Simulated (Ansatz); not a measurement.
What does this script print? It uses Ansatz's Python interface.

`c4h10si_disp.py`
```python
"""Size of D3 and D4 in C4H10Si."""

from dataclasses import dataclass
import warnings

import ansatz as az


@dataclass(frozen=True)
class Settings:
    basis_set: str = "def2-SVP"


cfg = Settings()

GEOMETRY = """
C    -1.34690    1.52330    1.23820
C    -1.47420    0.26560    0.91110
Si   -0.09810   -0.91370    0.83080
C     0.73100   -1.03180   -0.88170
C     1.28210    0.22490   -1.45000
H    -2.28990    2.20100    1.23920
H    -0.43040    2.05700    1.48450
H    -2.39300   -0.15600    0.66340
H     0.99580   -0.46910    1.83710
H    -0.55070   -2.24940    1.29200
H     1.41100   -1.82800   -0.85040
H    -0.10980   -1.36980   -1.54770
H     0.49250    1.06320   -1.53210
H     2.07120    0.59980   -0.77760
H     1.68750    0.03220   -2.42740
"""

warnings.simplefilter("ignore", az.DeckWarning)

system = az.Crystal.molecule()
for line in GEOMETRY.strip().splitlines():
    symbol, *xyz = line.split()
    system = system.atom(symbol, [float(v) for v in xyz])

calc = system.calculation().basis(gaussian=cfg.basis_set)
for name in ["b3lyp", "pbe0"]:
    for correction in ("d3bj", "d4"):
        summary = calc.functional(name, dispersion=correction).run(threads=1).report
        print(f"{name:8s} {correction:5s} total {summary['free_energy_ev']:.5f} eV, of which dispersion {1000 * summary['dispersion']['energy']['ev']:.2f} meV")
```

```console
$ python c4h10si_disp.py
b3lyp    d3bj  total -12183.53701 eV, of which dispersion -570.10 meV
b3lyp    d4    total -12183.46131 eV, of which dispersion -494.39 meV
pbe0     d3bj  total -12173.84043 eV, of which dispersion -289.43 meV
pbe0     d4    total -12173.81498 eV, of which dispersion -263.97 meV
```

Total energies depend on the basis set; only differences at equal settings carry meaning. The geometry is a force-field or estimated start, not a minimum of this method, and the basis set is short of its limit. D4 holds the three-body term, and d3bj doesn't. b3lyp holds the VWN-RPA fit, as in Gaussian; the form of ORCA and Turbomole is b3lyp5. Timing: 18 s on 1 thread of Arm Neoverse V1, on a shared host, peak memory 0.29 GiB.
